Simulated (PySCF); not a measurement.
# C2H6O2SSi: runs on many settings, part 2 of 2

PySCF 2.14.0. Atoms count from 0.

## Step 5: J couplings: mPW1PW91/def2-SVPD

What the job is given:

```
{"job": {"kind": "j", "xc": "mPW1PW91", "basis": "def2-SVPD", "scf": {"guess": "vsap", "conv": 1e-06}}, "charge": 0, "multiplicity": 1}
O      0.612185     1.089095     0.890130
C      1.222203     0.131039     0.487058
O      2.522369    -0.035416     0.703530
C      0.622957    -0.984318    -0.314764
S     -1.027085    -1.423453     0.317178
Si    -1.963611     0.526595     0.456963
H      2.887160     0.700838     1.222800
H      0.519358    -0.660546    -1.352689
H      1.251332    -1.871059    -0.269208
H     -1.760791     1.098226     1.774709
H     -3.360425     0.134979     0.285297
H     -1.524454     1.293336    -0.697593
```

With the program's defaults for keys left out, this is: mPW1PW91/def2-SVPD indirect spin-spin coupling, non-relativistic, gas phase.

Standard output:

```text
final grid: 100736 points
cycle   1  E = -884.9171905948  dE =  3.064e+01  |g| = 7.575e+00  |ddm| = 1.382e+02
cycle   2  E = -838.9253173373  dE =  4.599e+01  |g| = 1.416e+01  |ddm| = 1.532e+02
cycle   3  E = -886.5585163102  dE = -4.763e+01  |g| = 8.378e+00  |ddm| = 6.951e+01
cycle   4  E = -915.5796784810  dE = -2.902e+01  |g| = 2.484e+00  |ddm| = 2.255e+01
cycle   5  E = -915.8269446068  dE = -2.473e-01  |g| = 2.805e+00  |ddm| = 8.763e+00
cycle   6  E = -917.3906747448  dE = -1.564e+00  |g| = 9.839e-01  |ddm| = 4.051e+00
cycle   7  E = -917.5711359260  dE = -1.805e-01  |g| = 3.363e-01  |ddm| = 1.528e+00
cycle   8  E = -917.5873091987  dE = -1.617e-02  |g| = 1.489e-01  |ddm| = 4.707e-01
cycle   9  E = -917.5924847665  dE = -5.176e-03  |g| = 2.316e-02  |ddm| = 2.852e-01
cycle  10  E = -917.5926315429  dE = -1.468e-04  |g| = 6.931e-03  |ddm| = 6.260e-02
cycle  11  E = -917.5926437034  dE = -1.216e-05  |g| = 2.364e-03  |ddm| = 1.799e-02
cycle  12  E = -917.5926451780  dE = -1.475e-06  |g| = 6.396e-04  |ddm| = 5.884e-03
cycle  13  E = -917.5926452842  dE = -1.062e-07  |g| = 1.283e-04  |ddm| = 1.262e-03
converged SCF energy = -917.5926452842

Indirect spin-spin couplings (Hz)
  i      j    bonds     total        FC       PSO       DSO        SD
  0 O    1 C    1      2.631    -9.047    11.818    -0.139         -
  0 O    3 C    2     -4.027    -5.004     0.962     0.015         -
  0 O    5 Si   4      2.499     2.160     0.271     0.035     0.032
  0 O    6 H    3      1.290    -0.770     2.055     0.005         -
  0 O    7 H    3     -2.313    -2.454     0.044     0.098         -
  0 O    8 H    3     -2.389    -2.866     0.175     0.301         -
  0 O    9 H    5     -6.721    -6.654     0.191    -0.257         -
  0 O   10 H    5     -6.709    -6.911     0.000     0.202         -
  0 O   11 H    5     -5.167    -5.116     0.145    -0.196         -
  1 C    2 O    1     28.142    22.249     6.054    -0.162         -
  1 C    3 C    1    130.413   131.458    -1.410     0.364         -
  1 C    4 S    2     -0.431     0.005    -0.454     0.018         -
  1 C    5 Si   3     -0.585    -0.590    -0.004    -0.014     0.024
  1 C    6 H    2     -7.941    -6.379    -1.068    -0.495         -
  1 C    7 H    2     -9.305    -9.518    -0.050     0.264         -
  1 C    8 H    2    -10.418   -10.360    -0.246     0.188         -
  1 C    9 H    4      2.706     2.743     0.020    -0.056         -
  1 C   10 H    4     -0.793    -0.496     0.044    -0.340         -
  1 C   11 H    4     -0.448    -0.405    -0.168     0.125         -
  2 O    3 C    2    -35.139   -35.387     0.259    -0.011         -
  2 O    5 Si   4     -0.475    -0.422    -0.030    -0.027     0.004
  2 O    6 H    1    -97.652   -88.809    -8.422    -0.421         -
  2 O    7 H    3     -0.773    -0.814    -0.071     0.112         -
  2 O    8 H    3     -2.586    -2.557     0.092    -0.120         -
  2 O    9 H    5     -0.706    -0.702    -0.114     0.110         -
  2 O   10 H    5     -1.129    -1.226    -0.079     0.176         -
  2 O   11 H    5     -0.416    -0.429    -0.098     0.111         -
  3 C    4 S    1    -15.006   -16.652     1.598     0.048         -
  3 C    5 Si   2      2.614     2.387     0.177    -0.004     0.054
  3 C    6 H    3      9.956    10.176     0.488    -0.708         -
  3 C    7 H    1    179.360   177.817     0.452     1.091         -
  3 C    8 H    1    185.339   183.877     0.393     1.068         -
  3 C    9 H    3     -0.613    -0.490     0.066    -0.189         -
  3 C   10 H    3      4.688     4.979     0.065    -0.356         -
  3 C   11 H    3      3.775     3.670    -0.079     0.184         -
  4 S    5 Si   1     12.259    12.055     1.820    -0.016    -1.599
  4 S    7 H    2      0.690     0.459     0.248    -0.018         -
  4 S    8 H    2      4.089     3.598     0.510    -0.019         -
  4 S    9 H    2      1.856     1.949    -0.039    -0.054         -
  4 S   10 H    2      7.794     7.838    -0.027    -0.017         -
  4 S   11 H    2      0.684     0.790    -0.061    -0.045         -
  5 Si   7 H    3     -0.501    -0.583     0.038    -0.009     0.054
  5 Si   8 H    3     -6.515    -6.658    -0.147     0.310    -0.020
  5 Si   9 H    1   -206.464  -206.864     0.861    -0.285    -0.176
  5 Si  10 H    1   -151.679  -152.109     0.757    -0.255    -0.072
  5 Si  11 H    1   -187.686  -188.039     0.756    -0.300    -0.101
  6 H    7 H    4     -0.808    -0.232     1.732    -2.308         -
  6 H    8 H    4      0.323     0.947     2.043    -2.666         -
  6 H   10 H    6     -0.583     0.032     0.620    -1.235         -
  6 H   11 H    6     -0.195    -0.029     0.671    -0.837         -
  7 H    8 H    2    -15.328   -15.323     1.805    -1.809         -
  7 H   10 H    4     -0.346     0.331     0.260    -0.937         -
  7 H   11 H    4      0.839     0.048    -0.777     1.569         -
  8 H    9 H    4     -0.617    -0.005     0.752    -1.364         -
  8 H   10 H    4      0.280     1.141     0.705    -1.566         -
  8 H   11 H    4     -0.799    -0.419     0.818    -1.198         -
  9 H   10 H    2     10.479    11.958     0.510    -1.989         -
  9 H   11 H    2      5.812     7.822     0.477    -2.487         -
 10 H   11 H    2      2.675     4.100     0.468    -1.893         -
```

Wall time 76 s (1 thread, shared host).

This basis has no tight s functions, so the Fermi-contact terms are rough.

A choice of the couplings up to four bonds, sorted by the number of bonds, with means over like pairs; isotopes 13C, 1H, 17O, 33S, 29Si:

| pair | bonds | J (Hz) | Fermi contact (Hz) | dihedral (°) |
| --- | --- | --- | --- | --- |
| C3–H7 | 1 | 182.3 | 180.8 | – |
| Si5–H9 | 1 | -181.9 | -182.3 | – |
| C1–C3 | 1 | 130.4 | 131.5 | – |
| O2–H6 | 1 | -97.7 | -88.8 | – |
| C1–O2 | 1 | 28.1 | 22.2 | – |
| C3–S4 | 1 | -15.0 | -16.7 | – |
| S4–Si5 | 1 | 12.3 | 12.1 | – |
| O0–C1 | 1 | 2.6 | -9.0 | – |
| O2–C3 | 2 | -35.1 | -35.4 | – |
| H7–H8 | 2 | -15.3 | -15.3 | – |
| C1–H7 | 2 | -9.9 | -9.9 | – |
| C1–H6 | 2 | -7.9 | -6.4 | – |
| H9–H10 | 2 | 6.3 | 8.0 | – |
| O0–C3 | 2 | -4.0 | -5.0 | – |
| S4–H9 | 2 | 3.4 | 3.5 | – |
| C3–Si5 | 2 | 2.6 | 2.4 | – |
| S4–H7 | 2 | 2.4 | 2.0 | – |
| C3–H6 | 3 | 10.0 | 10.2 | 180 |
| Si5–H7 | 3 | -3.5 | -3.6 | – |
| C3–H9 | 3 | 2.6 | 2.7 | – |
| O0–H7 | 3 | -2.4 | -2.7 | – |
| O2–H7 | 3 | -1.7 | -1.7 | – |
| O0–H6 | 3 | 1.3 | -0.8 | 1 |
| O0–Si5 | 4 | 2.5 | 2.2 | – |

The spin-dipole term was solved for some atoms only; pairs without it lack that part.

The response was solved for the nuclei of C, H, Si alone, so couplings that need other nuclei can be missing.

Quadrupole couplings from the field gradients of the same density:

| atom | isotope | eQq/h (MHz) | η |
| --- | --- | --- | --- |
| S4 | 33S | 34.0 | 0.99 |
| O2 | 17O | -8.928 | 0.38 |
| O0 | 17O | 8.228 | 0.03 |

Shifts (PBE0/pcSseg-1, scaled to CDCl3 for protons on carbon, raw for the others) and these couplings together give the proton spectrum at 400 MHz below.

¹H NMR δ 6.41 (br s, 1H), 4.76 (s, 3H), 3.29 (s, 2H).

## Step 6: Ultraviolet spectrum: PBE0/6-31++G**

Settings changed since step 5:

```diff
@@ -1,2 +1,2 @@
-{"job": {"kind": "j", "xc": "mPW1PW91", "basis": "def2-SVPD", "scf": {"guess": "vsap", "conv": 1e-06}}, "charge": 0, "multiplicity": 1}
+{"job": {"kind": "uv", "xc": "PBE0", "basis": "6-31++G**", "nstates": 12, "ntriplets": 2, "tda": false, "scf": {"level_shift": 0.1}}, "charge": 0, "multiplicity": 1}
 O      0.612185     1.089095     0.890130
```

Level: TDDFT PBE0/6-31++G**, vertical, gas phase, core orbitals frozen in the response.

Standard output:

```text
final grid: 100736 points
cycle   1  E = -917.2816459968  dE =  8.723e-01  |g| = 8.831e-01  |ddm| = 3.508e+00
cycle   2  E = -917.1263882153  dE =  1.553e-01  |g| = 1.318e+00  |ddm| = 2.310e+00
cycle   3  E = -917.4374077806  dE = -3.110e-01  |g| = 1.849e-01  |ddm| = 1.071e+00
cycle   4  E = -917.4441043024  dE = -6.697e-03  |g| = 5.410e-02  |ddm| = 3.120e-01
cycle   5  E = -917.4446353736  dE = -5.311e-04  |g| = 1.124e-02  |ddm| = 8.604e-02
cycle   6  E = -917.4446718263  dE = -3.645e-05  |g| = 3.467e-03  |ddm| = 2.796e-02
cycle   7  E = -917.4446741753  dE = -2.349e-06  |g| = 1.243e-03  |ddm| = 7.206e-03
cycle   8  E = -917.4446744646  dE = -2.894e-07  |g| = 3.189e-04  |ddm| = 2.053e-03
cycle   9  E = -917.4446744873  dE = -2.269e-08  |g| = 5.027e-05  |ddm| = 5.904e-04
cycle  10  E = -917.4446744881  dE = -7.822e-10  |g| = 1.290e-05  |ddm| = 1.838e-04
level shift removed, Fock matrix diagonalised once more
converged SCF energy = -917.4446744881

Static polarisability (au): isotropic 73.927, principal 58.770 73.274 89.739

Singlet excitations
state   eV       nm        f      main configurations
  1   4.8813    254.0   0.00319   H->L 0.98
  2   5.5441    223.6   0.00509   H->L+1 0.72, H->L+2 0.23
  3   5.8961    210.3   0.00761   H->L+2 0.62, H->L+1 0.14
  4   5.9371    208.8   0.00373   H-2->L 0.44, H-1->L 0.29, H->L+2 0.10
  5   6.2437    198.6   0.00270   H->L+4 0.77, H->L+3 0.12
  6   6.3867    194.1   0.01310   H->L+3 0.84
  7   6.6999    185.1   0.01623   H-1->L 0.60, H-2->L 0.36
  8   6.7716    183.1   0.01262   H->L+5 0.95
  9   7.0569    175.7   0.00982   H->L+6 0.87
 10   7.2073    172.0   0.05584   H-1->L+1 0.63, H-2->L+1 0.29
 11   7.2948    170.0   0.01635   H->L+7 0.93
 12   7.3572    168.5   0.03755   H-2->L+1 0.55, H-1->L+1 0.24

Triplet excitations (Tamm-Dancoff, eV): 4.5445 5.3364
```

It took 58 s on 1 thread, shared host.

In short: HOMO -6.90 eV, LUMO -0.67 eV; lowest singlet 4.88 eV.

## Step 7: Run by run: NMR shifts

Shifts (ppm) of some atoms, chosen among heavy atoms and hydrogens apart, means over like atoms, with basis size and wall time:

| run | C1 | C3 | H6 | H7 | O0 | O2 | Si5 | functions | time |
| --- | --- | --- | --- | --- | --- | --- | --- | --- | --- |
| PBE0/pcSseg-1 | 180.5 | 33.2 | 6.41 | 3.38 | 424.7 | 212.8 | -55.3 | 146 | 62 s |
| B97-D/pcSseg-1 | 172.8 | 35.0 | 6.30 | 3.47 | 405.1 | 214.8 | -57.1 | 146 | 54 s |

## Step 8: Run by run: electronic excitations

Excitations and ground-state properties, with basis size and wall time:

| run | lowest singlet (eV) | brightest (eV) | f | gap (eV) | α (Å³) | μ (D) | functions | time |
| --- | --- | --- | --- | --- | --- | --- | --- | --- |
| PBE0/def2-SVPD | 4.82 | 5.74 | 0.010 | 6.19 | 11.74 | 2.65 | 185 | 71 s |
| PBE0/6-31++G** | 4.88 | 7.21 | 0.056 | 6.24 | 10.95 | 2.59 | 152 | 58 s |

## Step 9: Outcome

This closing draws on all 2 parts.

| quantity | value |
| --- | --- |
| ¹³C shifts against TMS (PBE0/pcSseg-1) | 180.5, 33.2 ppm |
| ¹H shifts against TMS (PBE0/pcSseg-1, means over atoms taken as alike) | 6.41, 4.76, 3.38 ppm |
| ¹⁷O shifts against H2O (PBE0/pcSseg-1) | 424.7, 212.8 ppm |
| ³³S shifts against CS2 (PBE0/pcSseg-1) | -176 ppm |
| ²⁹Si shifts against TMS (PBE0/pcSseg-1) | -55.3 ppm |
| surface potential, 1st and 99th percentile | -1.10 V and 2.75 V |
| lowest singlet (PBE0/def2-SVPD) | 4.82 eV (257 nm), f = 0.003 |
| brightest single state of those computed | state 2, 5.74 eV, f = 0.010 |
| lowest triplet | 4.51 eV |
| largest coupling of the table (mPW1PW91/def2-SVPD) | ¹J(C,H) C3–H7, 182.3 Hz |
| range of the shift of O0 | 405.1 to 424.7 ppm |
| range of the lowest singlet | 4.82 to 4.88 eV |

In words: Single values in the summary come from the first run of each kind that ended normally (PBE0/pcSseg-1; PBE0/def2-SVPD; mPW1PW91/def2-SVPD), which need not be the best level. C1 (carboxylic acid carbon) lies farthest downfield among carbon, at 180.5 ppm; it is a carbonyl in resonance with an O or N lone pair, the region of acids, esters and amides. At PBE0/pcSseg-1: The widest tensor belongs to O0: span 583 ppm, with a paramagnetic part of -494 ppm. At PBE0/pcSseg-1, counted by nearest atom on the grid, the HOMO lies on S4 79 %, the LUMO on C1 38 %; O0 20 %. The first singlet state (HOMO→LUMO 0.98) lies at 4.82 eV and is weak; of the 6 states computed, the strongest absorption comes from state 2 at 5.74 eV. The lowest triplet lies 0.31 eV below the lowest singlet (triplets in Tamm-Dancoff, singlets in full TDDFT). In the run at mPW1PW91/def2-SVPD, the largest coupling of the table is C3–H7 (mean over like pairs), 182.3 Hz, of which the Fermi-contact term gives 180.8 Hz. Couplings across rotatable bonds belong to this one conformer; where others are populated, the observed values are averages. The acid proton is that of the lone molecule; in solution hydrogen bonds move it to about 10 to 13 ppm. Among the atoms with a shift in every run: Across the 2 runs the shift of O0 moves most, between 405.1 (B97-D/pcSseg-1) and 424.7 ppm (PBE0/pcSseg-1). The lowest singlet runs from 4.82 eV (PBE0/def2-SVPD) to 4.88 eV (PBE0/6-31++G**), while the orbital gap spans 6.19 to 6.24 eV. The lowest state need not be the same one in every run. The runs solved for a few states only, so the brightest column depends on that window. Couplings from bases without tight functions are rough.
